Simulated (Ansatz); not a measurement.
# AlIF2: small, medium and large basis sets

Aim: see how fast density functionals converge with the basis set for AlIF2.

Method: one geometry, several basis sets; program: Ansatz 0.2.0, Gaussian basis.

The runs, in order: PBE0-D4/def2-SVP; ωB97M-V/def2-SVP; PBE0-D4/def2-QZVPP; ωB97M-V/def2-QZVPP; the functionals' def2-TZVPP values are taken from earlier runs.

## Step 1: The relaxed structure

The geometry comes from an earlier relaxation with PBE0-D4 in a triple-zeta def2 set; it is a stationary point. I takes the def2 core potential; no spin-orbit term is included.

SMILES `[F][Al]([F])[I]`, 4 atoms, charge 0, spin multiplicity 1.

Atoms are counted from 1 here; the program's logs count them from 0.

Bond lengths: F1–Al2 1.633 Å, Al2–F3 1.633 Å, Al2–I4 2.429 Å. Angles: F1–Al2–F3 118.5°, F1–Al2–I4 120.8°, F3–Al2–I4 120.8°.

## Step 2: PBE0-D4 in def2-SVP

The input, in.yaml:

```yaml
crystal:
  periodic: [false, false, false]
  atoms:
    - {symbol: F, position_ang: [1.129270, 0.622705, 1.165166]}
    - {symbol: Al, position_ang: [0.143479, -0.114226, 0.091492]}
    - {symbol: F, position_ang: [0.299634, -1.724640, -0.131697]}
    - {symbol: I, position_ang: [-1.516882, 1.155862, -1.145262]}
basis:
  gaussian: {orbitals: def2-SVP}
hamiltonian: {xc: pbe0, dispersion: d4}
output: {orbitals: {seedname: orbitals}}
```

Started as:

```console
$ ansatz run in.yaml --threads 2 --pin off --events-out ev --progress --plain --max-ram 31744MiB --backend cpu
```

After this run come: ωB97M-V in def2-SVP; PBE0-D4 in def2-QZVPP; ωB97M-V in def2-QZVPP.

Before running them: what should the planned runs give, taken together? Wanted: PBE0-D4: double and triple zeta above quadruple; ωB97M-V: double and triple zeta above quadruple.

As calculated:

| quantity | value |
| --- | --- |
| PBE0-D4: double and triple zeta above quadruple | 10.19, 0.57 eV |
| ωB97M-V: double and triple zeta above quadruple | 10.26, 0.54 eV |

What this shows: PBE0-D4 gains 9.62 eV from double to triple zeta, then 0.57 eV more. Total energies overstate the basis error of differences, where much of it tends to cancel.
